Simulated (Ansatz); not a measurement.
# CH₃FGeS: small, medium and large basis sets

Aim: see how fast density functionals converge with the basis set for CH₃FGeS.

Method: one geometry, several basis sets; program: Ansatz 0.2.0, Gaussian basis.

The runs, in order: PBE0-D4/def2-SVP; ωB97M-V/def2-SVP; PBE0-D4/def2-QZVPP; ωB97M-V/def2-QZVPP; the functionals' def2-TZVPP values are taken from earlier runs.

## 1. The relaxed structure

An earlier PBE0-D4 in a triple-zeta def2 set relaxation fixed the geometry.

7 atoms, charge 0, spin multiplicity 1.

Atoms are counted from 1 here; the program's logs count them from 0.

Bond lengths: F1–C2 1.364 Å, C2–S3 1.820 Å, C2–Ge4 1.943 Å, C2–H5 1.087 Å, S3–Ge4 2.204 Å, Ge4–H6 1.527 Å, Ge4–H7 1.525 Å. Angles: F1–C2–S3 115.4°, F1–C2–Ge4 118.9°, F1–C2–H5 110.0°, S3–C2–Ge4 71.6°, S3–C2–H5 114.3°, Ge4–C2–H5 121.6°, C2–S3–Ge4 56.8°, C2–Ge4–S3 51.6°, C2–Ge4–H6 121.4°, C2–Ge4–H7 117.7°, S3–Ge4–H6 116.7°, S3–Ge4–H7 115.8°, H6–Ge4–H7 117.0°.

## 2. PBE0-D4 in def2-SVP

File in.yaml:

```yaml
crystal:
  periodic: [false, false, false]
  atoms:
    - {symbol: F, position_ang: [-0.249144, -0.099351, -1.988092]}
    - {symbol: C, position_ang: [-0.596766, -0.308363, -0.686256]}
    - {symbol: S, position_ang: [0.265915, -1.680396, 0.141770]}
    - {symbol: Ge, position_ang: [0.527891, 0.431167, 0.715504]}
    - {symbol: H, position_ang: [-1.678779, -0.337830, -0.591576]}
    - {symbol: H, position_ang: [-0.054752, 0.853182, 2.062900]}
    - {symbol: H, position_ang: [1.846834, 1.073592, 0.300050]}
basis:
  gaussian: {orbitals: def2-SVP}
hamiltonian: {xc: pbe0, dispersion: d4}
output: {orbitals: {seedname: orbitals}}
```

The runs that follow: ωB97M-V in def2-SVP; PBE0-D4 in def2-QZVPP; ωB97M-V in def2-QZVPP.

Q: Predict the results of all the runs planned. Wanted: PBE0-D4: double and triple zeta above quadruple; ωB97M-V: double and triple zeta above quadruple.

The runs gave:

| quantity | value |
| --- | --- |
| PBE0-D4: double and triple zeta above quadruple | 17.26, 1.75 eV |
| ωB97M-V: double and triple zeta above quadruple | 17.26, 1.70 eV |

For PBE0-D4 the step from double to triple zeta gains 15.51 eV and the next only 1.75 eV. Total energies overstate the basis error of differences, where much of it tends to cancel. The LUMO of ωB97M-V is positive and keeps falling with the basis (1.31 to 0.72 eV): an unbound level that the basis holds in place.
